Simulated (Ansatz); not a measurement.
# Ga2SnTe2: the cost of one run

Program: Ansatz 0.2.0. Level of theory: DFT PBE, scalar-relativistic, plane waves, PAW. These are calculated values, not measurements.

## Step 1: The structure to begin with

The structure is tetragonal, space group P4/mmm (No. 123). The conventional cell has a = 4.102 Å, b = 4.102 Å, c = 8.176 Å, α = 90.00°, β = 90.00°, γ = 90.00°. Around Ga (site symmetry mmm) lie 4 Ga at 2.90 Å and 4 Te at 3.13 Å. Around Sn (site symmetry 4/mmm) lie 8 Te at 3.38 Å. Te (site symmetry 4mm) has 4 Ga at 3.13 Å and 4 Sn at 3.38 Å as nearest neighbours.

As a file:

```
Ga Sn Te
1.0
     4.10183    0.00000    0.00000
     0.00000    4.10183    0.00000
     0.00000    0.00000    8.17629
Ga Sn Te
2 1 2
Direct
  0.00000 0.50000 0.50000
  0.50000 0.00000 0.50000
  0.00000 0.00000 0.00000
  0.50000 0.50000 0.21152
  0.50000 0.50000 0.78848
```

The cell was relaxed beforehand at this level, from a database cell with other species swapped in; it needn't be the stable form of this composition. At a tolerance of 0.05 Å it has space group P4/mmm (No. 123); it has 27.51 Å³/atom, an uncorrected energy of -0.05 eV/atom over the elements.

## Step 2: Bands, states and charges

File input.yaml:

```yaml
crystal:
  lattice:
    - [4.1018332399, 0.0, 0.0]
    - [0.0, 4.1018332399, 0.0]
    - [0.0, 0.0, 8.1762945458]
  atoms:
    - { symbol: Ga, position: [0.0, 0.5, 0.5] }
    - { symbol: Ga, position: [0.5, 0.0, 0.5] }
    - { symbol: Sn, position: [0.0, 0.0, 0.0] }
    - { symbol: Te, position: [0.5, 0.5, 0.2115195695] }
    - { symbol: Te, position: [0.5, 0.5, 0.7884804305] }
basis:
  ecutwfc: 420
kpoints:
  mp_grid: { grid: [10, 10, 6] }
  band_path:
    path:
      - [[0.0, 0.0, 0.0], [0.0, 0.5, 0.0], [0.5, 0.5, 0.0], [0.0, 0.0, 0.0], [0.0, 0.0, 0.5], [0.0, 0.5, 0.5], [0.5, 0.5, 0.5], [0.0, 0.0, 0.5]]
      - [[0.0, 0.5, 0.0], [0.0, 0.5, 0.5]]
      - [[0.5, 0.5, 0.0], [0.5, 0.5, 0.5]]
    npoints: 14
hamiltonian:
  xc: pbe
scf:
  occupations: { method: gaussian, width: 0.1 }
  n_extra_bands: 12
output:
  forces: true
  stress: true
  eigenvalues: true
  populations: true
  dos: { projected: true, de: 0.02, nscf_kmesh: { grid: [12, 12, 8] } }
  bader: true
  write_density: true
  write_potential: true
  elf: true
  volumetric_format: npy
```

On the command line:

```sh
> ansatz run input.yaml --threads 1 --pin off --max-ram 2560MiB --backend cpu --events-out ev --progress --plain --runs-dir out
```

**Question.** How long does this run take on 1 thread of Intel Xeon 6975P-C (Granite Rapids), shared host, and how much memory does it need?

About 58 s, with a peak of 0.9 GiB.
